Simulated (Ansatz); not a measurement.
# AlClH5NSi: the cost of one run

All numbers below are computed with Ansatz 0.2.0 (UKS PBE0/6-31G).

## (1) Starting point

Bond lengths: Si1–N2 1.748 Å, N2–Al3 1.796 Å, Al3–Cl4 2.019 Å, Si1–H5 1.469 Å, Si1–H6 1.469 Å, Si1–H7 1.461 Å, N2–H8 1.016 Å, Al3–H9 1.527 Å. Angles: Si1–N2–Al3 139.9°, Si1–N2–H8 110.7°, Al3–N2–H8 109.4°, N2–Si1–H5 107.8°, N2–Si1–H6 109.1°, N2–Si1–H7 107.1°, H5–Si1–H6 109.4°, H5–Si1–H7 111.8°, H6–Si1–H7 111.5°, N2–Al3–Cl4 126.3°, N2–Al3–H9 114.5°, Cl4–Al3–H9 119.1°.

Structure file:

```xyz
9

Si   -0.0689    0.8556   -1.2523
N    -0.1784   -0.4718   -0.1199
Al    0.1745   -0.8409    1.6019
Cl    0.8911    0.4501    2.9791
H     0.6257    0.3669   -2.4503
H    -1.4247    1.2895   -1.6157
H     0.6754    1.9249   -0.5910
H    -0.5795   -1.2922   -0.5655
H    -0.1150   -2.2822    2.0135
```

## (2) End point A

Input file input.yaml:

```yaml
crystal:
  periodic: [false, false, false]
  atoms:
    - { symbol: Si, position_ang: [-0.06889, 0.85564, -1.25231] }
    - { symbol: "N", position_ang: [-0.17844, -0.47175, -0.11987] }
    - { symbol: Al, position_ang: [0.17446, -0.84093, 1.60193] }
    - { symbol: Cl, position_ang: [0.89109, 0.45007, 2.97913] }
    - { symbol: H, position_ang: [0.62565, 0.36692, -2.45035] }
    - { symbol: H, position_ang: [-1.42474, 1.28948, -1.61565] }
    - { symbol: H, position_ang: [0.67535, 1.92494, -0.59097] }
    - { symbol: H, position_ang: [-0.57948, -1.29216, -0.56545] }
    - { symbol: H, position_ang: [-0.115, -2.28222, 2.01353] }
magnetization:
  spin_polarized: true
basis:
  gaussian: { orbitals: "6-31G" }
hamiltonian:
  xc: pbe0
relax:
  f_tol: 0.02
  max_steps: 50
```

Command:

```
> ansatz run input.yaml --threads 1 --pin off --max-ram 2048MiB --backend cpu --events-out ev --progress --plain --runs-dir out
```

What time and memory should one allow on 1 thread of Arm Neoverse V1, shared host?

About 44 s, with a peak of 0.19 GiB.
